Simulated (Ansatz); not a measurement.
# In3As (Pm-3m) in Ansatz: band structure with LDA

Aim: the band structure of In3As with LDA.

All numbers are computed with Ansatz 0.2.0; they aren't measurements. Logs are shortened: lines on timing, memory, paths and dates and some standing lists are left out, and cuts for length are marked.

### 1 Starting point

Symmetry: Pm-3m, No. 221, cubic system. The conventional cell has a = 4.672 Å, b = 4.672 Å, c = 4.672 Å, α = 90.00°, β = 90.00°, γ = 90.00°. Around In (site symmetry 4/mmm) lie 8 In at 3.30 Å and 4 As at 3.30 Å. As (site symmetry m-3m) has 12 In at 3.30 Å as nearest neighbours.

The cell comes from a database or a generator and needn't be the stable form of this composition.

### 2 Band structure, LDA, spin-orbit coupling, no magnetisation

input.yaml

```yaml
crystal:
  lattice:
    - [4.671681, 0.0, 0.0]
    - [0.0, 4.671681, 0.0]
    - [0.0, 0.0, 4.671681]
  atoms:
    - { symbol: In, position: [0.5, 0.5, 0.0] }
    - { symbol: In, position: [0.5, 0.0, 0.5] }
    - { symbol: In, position: [0.0, 0.5, 0.5] }
    - { symbol: As, position: [0.0, 0.0, 0.0] }
kpoints:
  mp_grid: { grid: [5, 5, 5] }
  band_path:
    path:
      - [0.0, 0.0, 0.0]
      - [0.0, 0.5, 0.0]
      - [0.5, 0.5, 0.0]
      - [0.0, 0.0, 0.0]
      - [0.5, 0.5, 0.5]
      - [0.0, 0.5, 0.0]
    npoints: 8
scf:
  occupations: { method: methfessel_paxton, width: 0.1 }
hamiltonian:
  xc: lda
  pseudopotentials: { kind: all_electron, lapw: { basis_error: 0.002 } }
magnetization:
  noncollinear: true
  spin_orbit: true
output:
  forces: true
  stress: true
  eigenvalues: true
```

Potentials or basis: all-electron LAPW, relativistic spinors.

Command:

```console
$ ansatz run input.yaml --threads 2 --pin off --max-ram 6144MiB --backend cpu --events-out ev --progress --plain --runs-dir out
```

Output:

```text
Warning: RAYON_NUM_THREADS=2 ignored (pool sized by the plan → 2); use --threads N
LAPW: plane waves up to 6.449 Å⁻¹, error target 2.0e-3 eV per atom; Dirac's equation on spinors; As in spheres of 1.652 Å, 23 of its electrons in bands; In in spheres of 1.652 Å, 21 of its electrons in bands (how accurate: hamiltonian.pseudopotentials.lapw.basis_error, Limitations)
Engine: ansatz 0.2.0, aarch64-unknown-linux-gnu
Pseudopotentials: kind: all_electron
Pseudopotential: In, LAPW, valence charge 21, lapw/all_electron/dirac/gaussian/In, Dirac's equation, gaussian nucleus
Pseudopotential: As, LAPW, valence charge 23, lapw/all_electron/dirac/gaussian/As, Dirac's equation, gaussian nucleus
Functional definition: SPW92
  exchange = slater_x
  correlation = pw_c
non-collinear run that drives no moment, with spin-orbit: no starting moment large enough to seed its density (crystal.atoms[].spin), no starting occupations that ask for one, no magnetisation constraint and no magnetic field, so the semilocal B_xc is pinned to zero
Crystal: 4 atoms, lattice volume = 101.958 Å³
Basis set: ecut = 158.45193242102977 eV, 461 PW (Γ), exchange–correlation at level 2
Bands: 104, of which v1, the nominal top of the filled ones, is band 86 counted from 1 (85 counted from 0)
Symmetry: 48 space group operations + 48 with time reversal
Magnetic group: BNS 221.93 (UNI 1595), of the structure as read, at distance tolerance 4.7e-5 Å
k-points: 10 of 125
Non-local potential: In, projectors of the file, none
Non-local potential: As, projectors of the file, none
Initial density: superposition of atomic densities (chi_scale 0.1, normalization cell, long waves kept (reshape's long-wave potential 0.01 eV rms))
Initial wavefunctions: plane waves of lowest kinetic energy (no species holds an atomic orbital)
Functional: x = slater, c = lda
iter 1 solved again at ethr=7.50e-4 eV; its pass at ethr=1.00e-1 eV (dr2=6.45e-1 eV) is discarded
SCF iter   1: F=—  HF=-541290.088586 eV  |F-HF|=—  |Δ(HF+E_count)|=         —  Δρ=1.37e-2  dr2=6.45e-1  dr2_m=0.00e0 (ungated)  ethr=7.50e-4  |M|=0.00e0 ∫|m|=0.00e0 μB  β_m=0.30  ⟨swp⟩=2.1  Hψ=6476  notcnv=0
preconditioner: auto → Resta (q_TF=auto, 2.652 Å⁻¹)  ε∞=3.7  [insulator: Δε(μ)=0.244 eV  Ē_g=14.948 eV  σ=0.100 eV  W_gap=0.75  n_scr=26 (ndim 8)  ℏωp=24.4 eV  f_vac=0.000  D(μ)=1.86/eV (n_scr^D=6)  ε∞_Penn≈3.7]
spin=Noncollinear: Resta preconditioning applied to the charge; magnetization (m_x, m_y, m_z) channels mix plain (no charge-response kernel on spin).
SCF iter   2: F=—  HF=-541289.862261 eV  |F-HF|=—  |Δ(HF+E_count)|=   2.26e-1  S|Δr|=    0.00e0  Δρ=6.81e-3  dr2=1.51e-1  dr2_m=0.00e0 (ungated)  ethr=7.50e-4  |M|=0.00e0 ∫|m|=0.00e0 μB  β_m=0.38  ⟨swp⟩=2.0  Hψ=3178  notcnv=0
preconditioner: auto → Kerker (q_TF=auto, 2.652 Å⁻¹)  [metal: Δε(μ)=0.071 eV  Ē_g=15.172 eV  σ=0.100 eV  W_gap=0.49  n_scr=26 (ndim 8)  ℏωp=24.4 eV  f_vac=0.000  D(μ)=2.01/eV (n_scr^D=6)]
spin=Noncollinear: Kerker preconditioning applied to the charge; magnetization (m_x, m_y, m_z) channels mix plain (no charge-response kernel on spin).
[... 9 lines left out ...]
SCF 1 converged in 10 iterations: F = -541289.807033 eV  dr2 = 4.55e-8
NSCF: frozen V_eff on 41 k-points
SCF converged after 10 iterations
Stability not checked: this state was not tested for a lower state beside it, because cold or Methfessel-Paxton smearing, or corrected tetrahedra, fill the levels in a way that the test cannot read (fill_not_monotonic; see scf.lower_state_search)
Magnetization: |M| = 0.0000 μB,  M = (+0.0000, +0.0000, +0.0000) μB
Absolute magnetization: 0.0000 μB (∫|m|)
  site 0: m = (+0.0000, +0.0000, +0.0000) μB, |m| = 0.0000 μB  (R = 1.65 Å)
  site 1: m = (+0.0000, +0.0000, +0.0000) μB, |m| = 0.0000 μB  (R = 1.65 Å)
  site 2: m = (+0.0000, +0.0000, +0.0000) μB, |m| = 0.0000 μB  (R = 1.65 Å)
  site 3: m = (+0.0000, +0.0000, +0.0000) μB, |m| = 0.0000 μB  (R = 1.65 Å)
Free energy (F): -541289.807033 eV
Harris-Foulkes:  -541289.807033 eV  (|F-HF|=5.44e-8)
Internal energy: -541289.806502 eV  (E = F + TS)
E sigma→0 (E₀):  -541289.806900 eV
Entropy (-TS):   -0.000531 eV (-0.133 meV/atom)
Fermi energy:    12.282425 eV
--- Per-component energies (eV) ---
  E_band       = -2947.253428
  E_kinetic    = 566841.361723
  E_xc         = -14833.845320
  E_electrostatic = -1093297.322905  (all electrons and nuclei)
  E_smearing   = -0.000531  (= −TS)
  E_closure    = 0.000000  (closes the sum)
  E_atoms      = -541275.315490  (free atoms, spherical and without spin; not in F)
  Σ components = -541289.807033   (vs F -541289.807033, Δ=0.00e0)
  Basis errors (estimates in eV, not in F): energy 3.3e-4 per atom: plane waves 3.2e-4 (1.6e-4 summed), levels above the bands 0.0e0, relativity 2.9e-9, radial functions 1.2e-5, core shells 6.5e-10; eigenvalues (radial functions only) 7.1e-6; not estimated: angular momenta, meshes, grids; target (lapw.basis_error) 2.0e-3; muffin-tin radii As 1.652 Å, In 1.652 Å
--- Forces (eV/Å), atoms counted from 1 ---
  atom   1  In     0.00000000     0.00000000     0.00000000
  atom   2  In     0.00000000     0.00000000     0.00000000
  atom   3  In    -0.00000000    -0.00000000    -0.00000000
  atom   4  As     0.00000000     0.00000000     0.00000000
  max |Σ_I F_I| component: 1.89e-25 eV/Å
--- Stress (GPa, compression-positive) ---
       -3.459148      -0.000000       0.000000
       -0.000000      -3.459148       0.000000
        0.000000       0.000000      -3.459148
  P = ⅓ Tr σ = -3.4591 GPa (-34.591 kbar)
--- Band table (eV; the first three rows and the last of 10) ---
  k-point 0: bands = ["-171.7055", "-171.7055", "-119.0465", "-119.0465", "-114.0111", "-114.0111", "-114.0111", "-114.0111", "-102.7488", "-102.7488", "-102.7483", "-102.7483", "-102.7483", "-102.7483", "-66.0317", "-66.0317", "-66.0317", "-66.0317", "-66.0289", "-66.0289", "-59.3125", "-59.3125", "-59.3077", "-59.3077", "-59.3077", "-59.3077", "-59.2921", "-59.2921", "-59.2921", "-59.2921", "-59.2919", "-59.2919", "-23.6056", "-23.6056", "-23.6056", "-23.6056", "-22.8759", "-22.8759", "-22.8757", "-22.8757", "-22.8757", "-22.8757", "-2.7441", "-2.7441", "-2.7441", "-2.7441", "-2.7052", "-2.7052", "-2.7025", "-2.7025", "-2.6354", "-2.6354", "-2.6354", "-2.6354", "-1.8833", "-1.8833", "-1.8645", "-1.8645", "-1.8645", "-1.8645", "-1.7937", "-1.7937", "-1.7937", "-1.7937", "-1.7898", "-1.7898", "-1.6374", "-1.6374", "-1.5875", "-1.5875", "-1.5875", "-1.5875", "1.0132", "1.0132", "5.8544", "5.8544", "9.3251", "9.3251", "9.3724", "9.3724", "9.3724", "9.3724", "10.1548", "10.1548", "10.1548", "10.1548", "14.2212", "14.2212", "14.2352", "14.2352", "14.2352", "14.2352", "16.5567", "16.5567", "16.5567", "16.5567", "16.8523", "16.8523", "18.2345", "18.2345", "19.5638", "19.5638", "19.5811", "19.5811"]
  k-point 1: bands = ["-171.7055", "-171.7055", "-119.0465", "-119.0465", "-114.0111", "-114.0111", "-114.0111", "-114.0111", "-102.7488", "-102.7488", "-102.7483", "-102.7483", "-102.7483", "-102.7483", "-66.0317", "-66.0317", "-66.0315", "-66.0315", "-66.0292", "-66.0292", "-59.3120", "-59.3120", "-59.3080", "-59.3080", "-59.3076", "-59.3076", "-59.2922", "-59.2922", "-59.2922", "-59.2922", "-59.2920", "-59.2920", "-23.6056", "-23.6056", "-23.6056", "-23.6056", "-22.8759", "-22.8759", "-22.8757", "-22.8757", "-22.8757", "-22.8757", "-2.7382", "-2.7382", "-2.7227", "-2.7227", "-2.6902", "-2.6902", "-2.6886", "-2.6886", "-2.6344", "-2.6344", "-2.6311", "-2.6311", "-1.8793", "-1.8793", "-1.8696", "-1.8696", "-1.8506", "-1.8506", "-1.8019", "-1.8019", "-1.7930", "-1.7930", "-1.7917", "-1.7917", "-1.6546", "-1.6546", "-1.6236", "-1.6236", "-1.6080", "-1.6080", "1.1925", "1.1925", "5.4376", "5.4376", "8.1679", "8.1679", "9.6355", "9.6355", "9.6810", "9.6810", "10.3265", "10.3265", "12.0955", "12.0955", "13.6684", "13.6684", "13.7367", "13.7367", "13.7944", "13.7944", "15.3041", "15.3041", "16.0518", "16.0518", "16.3665", "16.3665", "19.1354", "19.1354", "19.7568", "19.7568", "19.8618", "19.8618"]
  k-point 2: bands = ["-171.7055", "-171.7055", "-119.0465", "-119.0465", "-114.0111", "-114.0111", "-114.0111", "-114.0111", "-102.7487", "-102.7487", "-102.7484", "-102.7484", "-102.7483", "-102.7483", "-66.0317", "-66.0317", "-66.0309", "-66.0309", "-66.0297", "-66.0297", "-59.3111", "-59.3111", "-59.3088", "-59.3088", "-59.3074", "-59.3074", "-59.2924", "-59.2924", "-59.2923", "-59.2923", "-59.2920", "-59.2920", "-23.6056", "-23.6056", "-23.6055", "-23.6055", "-22.8759", "-22.8759", "-22.8757", "-22.8757", "-22.8756", "-22.8756", "-2.7313", "-2.7313", "-2.6816", "-2.6816", "-2.6681", "-2.6681", "-2.6561", "-2.6561", "-2.6339", "-2.6339", "-2.6304", "-2.6304", "-1.8897", "-1.8897", "-1.8731", "-1.8731", "-1.8134", "-1.8134", "-1.8087", "-1.8087", "-1.7969", "-1.7969", "-1.7773", "-1.7773", "-1.7122", "-1.7122", "-1.6791", "-1.6791", "-1.6412", "-1.6412", "1.5772", "1.5772", "4.5782", "4.5782", "7.7536", "7.7536", "10.3636", "10.3636", "10.4925", "10.4925", "10.7012", "10.7012", "12.3101", "12.3101", "12.3493", "12.3493", "12.5599", "12.5599", "13.9066", "13.9066", "15.5518", "15.5518", "16.4642", "16.4642", "16.7978", "16.7978", "18.1835", "18.1835", "18.7392", "18.7392", "18.9886", "18.9886"]
  k-point 9: bands = ["-171.7055", "-171.7055", "-119.0465", "-119.0465", "-114.0111", "-114.0111", "-114.0111", "-114.0111", "-102.7485", "-102.7485", "-102.7484", "-102.7484", "-102.7484", "-102.7484", "-66.0309", "-66.0309", "-66.0309", "-66.0309", "-66.0306", "-66.0306", "-59.3116", "-59.3116", "-59.3080", "-59.3080", "-59.3077", "-59.3077", "-59.2949", "-59.2949", "-59.2909", "-59.2909", "-59.2909", "-59.2909", "-23.6055", "-23.6055", "-23.6055", "-23.6055", "-22.8759", "-22.8759", "-22.8756", "-22.8756", "-22.8756", "-22.8756", "-2.7104", "-2.7104", "-2.7072", "-2.7072", "-2.6683", "-2.6683", "-2.6622", "-2.6622", "-2.6478", "-2.6478", "-2.6348", "-2.6348", "-1.9222", "-1.9222", "-1.9042", "-1.9042", "-1.7946", "-1.7946", "-1.7889", "-1.7889", "-1.7771", "-1.7771", "-1.7717", "-1.7717", "-1.7605", "-1.7605", "-1.6445", "-1.6445", "-1.6370", "-1.6370", "2.3971", "2.3971", "6.4771", "6.4771", "7.5216", "7.5216", "7.5245", "7.5245", "8.9039", "8.9039", "9.0214", "9.0214", "9.0305", "9.0305", "10.4585", "10.4585", "15.7658", "15.7658", "16.5286", "16.5286", "16.5780", "16.5780", "19.3131", "19.3131", "19.3857", "19.3857", "20.3347", "20.3347", "20.3851", "20.3851", "20.7999", "20.7999"]
```

Run time: 81 s. Hardware: 2 threads of Arm Neoverse V2, shared host; peak memory 0.68 GiB.

Results:

```yaml
Free_energy: -541289.8070 eV
Pressure: -3.5 GPa
Band_gap_along_the_path: none (metal or under the smearing width)
```

Levels at the corners of the path, in eV from the Fermi level:
```tsv
point	band 82	band 83	band 84	band 85	band 86	band 87	band 88	band 89	band 90	band 91
Γ	-2.91	-2.13	-2.13	-2.13	-2.13	1.94	1.94	1.95	1.95	1.95
X	-1.51	-1.49	-1.49	-0.35	-0.35	-0.04	-0.04	-0.01	-0.01	1.40
M	-0.76	-0.53	-0.53	0.28	0.28	0.36	0.36	1.50	1.50	1.83
Γ	-2.91	-2.13	-2.13	-2.13	-2.13	1.94	1.94	1.95	1.95	1.95
R	-4.00	-4.00	-4.00	-4.00	-4.00	-3.51	-3.51	4.48	4.48	4.60
X	-1.51	-1.49	-1.49	-0.35	-0.35	-0.04	-0.04	-0.01	-0.01	1.40
```

Caveat: the k mesh is thin for a metal, which can move the energy by tens of meV per atom.
